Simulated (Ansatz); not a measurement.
# CH8BInSi: one species, many methods

How much do the methods differ for CH8BInSi? The plan is to run it at one geometry with functionals of several rungs and with coupled cluster, and see how far each lands from CCSD(T) at the basis-set limit for the atomisation energy.

Method: functionals in def2-TZVPP, the program's frozen cores in correlated methods; program: Ansatz 0.2.0, Gaussian basis.

Plan: PBE-D4, r2SCAN-D4, PBE0-D4, B3LYP-D4, ωB97X-V, ωB97M-V, B2PLYP; CCSD(T)/def2-TZVPP; MP2/def2-QZVPP; extrapolation to the limit.

**1. Structure used throughout**

All runs share one geometry, relaxed beforehand with PBE0-D4 in a triple-zeta def2 set. In takes the def2 core potential; no spin-orbit term is included.

SMILES `B[SiH2][CH2][InH2]`, 12 atoms, charge 0, spin multiplicity 1.

Atoms are counted from 1 here; the program's logs count them from 0.

Bond lengths: B1–Si2 2.009 Å, B1–H5 1.211 Å, B1–H6 1.195 Å, Si2–C3 1.865 Å, Si2–H7 1.501 Å, Si2–H8 1.492 Å, C3–In4 2.169 Å, C3–H9 1.092 Å, C3–H10 1.092 Å, In4–H11 1.727 Å, In4–H12 1.725 Å. Angles: Si2–B1–H5 119.2°, Si2–B1–H6 125.9°, H5–B1–H6 114.8°, B1–Si2–C3 111.1°, B1–Si2–H7 100.3°, B1–Si2–H8 113.4°, C3–Si2–H7 109.3°, C3–Si2–H8 114.7°, H7–Si2–H8 106.9°, Si2–C3–In4 105.9°, Si2–C3–H9 111.1°, Si2–C3–H10 111.2°, In4–C3–H9 108.3°, In4–C3–H10 111.6°, H9–C3–H10 108.7°, C3–In4–H11 118.4°, C3–In4–H12 119.7°, H11–In4–H12 121.9°.

**2. PBE-D4 (GGA)**

in.yaml

```yaml
crystal:
  periodic: [false, false, false]
  atoms:
    - {symbol: B, position_ang: [-1.605595, 0.908254, 0.269955]}
    - {symbol: Si, position_ang: [0.374951, 1.210410, 0.414356]}
    - {symbol: C, position_ang: [1.303397, -0.406498, 0.381691]}
    - {symbol: In, position_ang: [0.105965, -1.755386, -0.822863]}
    - {symbol: H, position_ang: [-2.013577, -0.062636, -0.327221]}
    - {symbol: H, position_ang: [-2.457255, 1.648355, 0.662655]}
    - {symbol: H, position_ang: [0.628322, 1.953654, -0.864868]}
    - {symbol: H, position_ang: [0.754279, 2.124995, 1.530743]}
    - {symbol: H, position_ang: [1.392214, -0.829521, 1.384715]}
    - {symbol: H, position_ang: [2.304830, -0.277457, -0.033876]}
    - {symbol: H, position_ang: [-0.753328, -3.024080, -0.027130]}
    - {symbol: H, position_ang: [0.042798, -1.545091, -2.534158]}
basis:
  gaussian: {orbitals: def2-TZVPP}
hamiltonian: {xc: pbe, dispersion: d4}
output: {forces: true, orbitals: {seedname: orbitals}}
```

Command:

```
$ ansatz run in.yaml --threads 4 --pin off --events-out ev --progress --plain --max-ram 10444MiB
```

Further steps of the session: r2SCAN-D4 (meta-GGA); PBE0-D4 (hybrid); B3LYP-D4 (hybrid); ωB97X-V (range-separated); ωB97M-V (range-separated); B2PLYP (double hybrid); CCSD(T) in def2-TZVPP; MP2 in def2-QZVPP.

Q: Predict the results of all the runs planned. Wanted: atomisation energy, CCSD(T)/CBS; farthest; mean size of error, hybrid; mean size of error, range-separated; gap, smallest and largest; T1 diagnostic; triples share of the correlation energy.

**Answer**, as computed:

| quantity | value |
| --- | --- |
| atomisation energy, CCSD(T)/CBS | 3570.6 kJ/mol |
| functionals within 35.7 kJ/mol (1.0 %) | PBE-D4, r2SCAN-D4, PBE0-D4, B3LYP-D4, ωB97X-V, ωB97M-V |
| farthest | B2PLYP (-61.1 kJ/mol) |
| mean size of error, hybrid | 17.4 kJ/mol |
| mean size of error, range-separated | 17.1 kJ/mol |
| gap, smallest and largest | 2.70 eV (PBE-D4), 9.23 eV (ωB97X-V) |
| T1 diagnostic | 0.0134 |
| triples share of the correlation energy | 3.3 % |

In words: PBE-D4 is off by -15.0 kJ/mol. Double hybrids carry the basis error of their MP2 part in triple zeta, and no dispersion term here, so their miss is partly the set-up's. Misses under about 35.7 kJ/mol are within the doubt on the reference itself, which lacks core-valence correlation, spin-orbit coupling and higher excitations, and its outer-core shells are covered unevenly. All levels share the lack of spin-orbit coupling, which lowers the free heavy atoms and so the true binding. Hartree-Fock recovers 76 % of the binding; the rest is correlation. The gap grows from 2.7 to 9.2 eV across the functionals, mostly with the share of exact exchange. Correlated methods include outer-core shells of In, which these sets cover unevenly.
